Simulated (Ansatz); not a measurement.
# H6OSi2: the cost of one run

Program: Ansatz 0.2.0, Gaussian basis. Level of theory: PBE0-D4/def2-TZVP structures, single points in def2-TZVPP, no counterpoise correction. These are calculated values, not measurements.

Levels: SPW92, PBE-D4, BLYP-D4, r2SCAN-D4, B97M-V, PBE0-D4, B3LYP-D4, r2SCAN0-D4, BHLYP-D4, CAM-B3LYP-D4, wB97X-V, wB97M-V, B2PLYP, PBE-QIDH, RPA on PBE, Hartree-Fock, MP2, CCSD, CCSD(T).

Cores are frozen in the correlated methods. B3LYP uses VWN-RPA correlation. B2PLYP carries no dispersion term here.

94 further runs of the same task are left out: 94 set aside as unsound or not needed. Runs told in other sessions of the task aren't counted.

### Step 1. Starting geometry

The complex: 13 atoms, charge 0, spin multiplicity 1.

Atoms are counted from 1 here; the program's logs count them from 0.

Bond lengths: Si1–O3 1.663 Å, Si1–H5 1.484 Å, Si1–H6 1.480 Å, Si1–H8 1.485 Å, N2–H7 1.013 Å, N2–H9 1.013 Å, N2–H10 1.013 Å, O3–Si4 1.624 Å, Si4–H11 1.490 Å, Si4–H12 1.490 Å, Si4–H13 1.485 Å. Angles: O3–Si1–H5 105.2°, O3–Si1–H6 103.1°, O3–Si1–H8 105.1°, H5–Si1–H6 114.2°, H5–Si1–H8 113.4°, H6–Si1–H8 114.3°, H7–N2–H9 107.6°, H7–N2–H10 107.6°, H9–N2–H10 107.6°, Si1–O3–Si4 144.1°, O3–Si4–H11 111.1°, O3–Si4–H12 111.0°, O3–Si4–H13 109.0°, H11–Si4–H12 108.1°, H11–Si4–H13 108.8°, H12–Si4–H13 108.8°.

Coordinates:

```csv
atom,x (Å),y (Å),z (Å)
Si1,-0.0900,-0.3214,0.1899
N2,1.7862,-1.5507,1.4869
O3,-1.3172,0.4395,-0.6357
Si4,-1.6791,1.7170,-1.5700
H5,0.2961,0.6225,1.2684
H6,-0.7304,-1.5652,0.6721
H7,2.6488,-1.0201,1.4728
H8,0.9802,-0.5349,-0.8165
H9,1.5296,-1.6940,2.4562
H10,1.9780,-2.4593,1.0825
H11,-1.5350,2.9918,-0.8128
H12,-0.7829,1.7814,-2.7588
H13,-3.0844,1.5933,-2.0350
```

Its parts: Si2H6O holds atoms 1, 3, 4, 5, 6, 8, 11, 12, 13; NH3 holds atoms 2, 7, 9, 10. Each part counts its atoms afresh in its own runs.

### Step 2. Relaxing Si2H6O alone

Input file relax-a/in.yaml:

```yaml
crystal:
  periodic: [false, false, false]
  atoms:
    - {symbol: Si, position_ang: [-0.090046, -0.321351, 0.189933]}
    - {symbol: O, position_ang: [-1.317246, 0.439505, -0.635658]}
    - {symbol: Si, position_ang: [-1.679117, 1.717037, -1.570041]}
    - {symbol: H, position_ang: [0.296114, 0.622466, 1.268394]}
    - {symbol: H, position_ang: [-0.730401, -1.565235, 0.672083]}
    - {symbol: H, position_ang: [0.980247, -0.534907, -0.816529]}
    - {symbol: H, position_ang: [-1.535020, 2.991811, -0.812797]}
    - {symbol: H, position_ang: [-0.782928, 1.781362, -2.758812]}
    - {symbol: H, position_ang: [-3.084355, 1.593284, -2.034995]}
basis:
  gaussian: {orbitals: def2-TZVP}
hamiltonian: {xc: pbe0, dispersion: d4}
relax: {f_tol: 0.005, max_steps: 200}
```

Run with:

```
> ansatz run in.yaml --threads 8 --pin off --events-out ev --progress --plain --max-ram 19148MiB
```

**Question.** How long does this run take on 8 threads of Intel Xeon Platinum 8375C at 2.90GHz, shared host?

About 4.1 s.
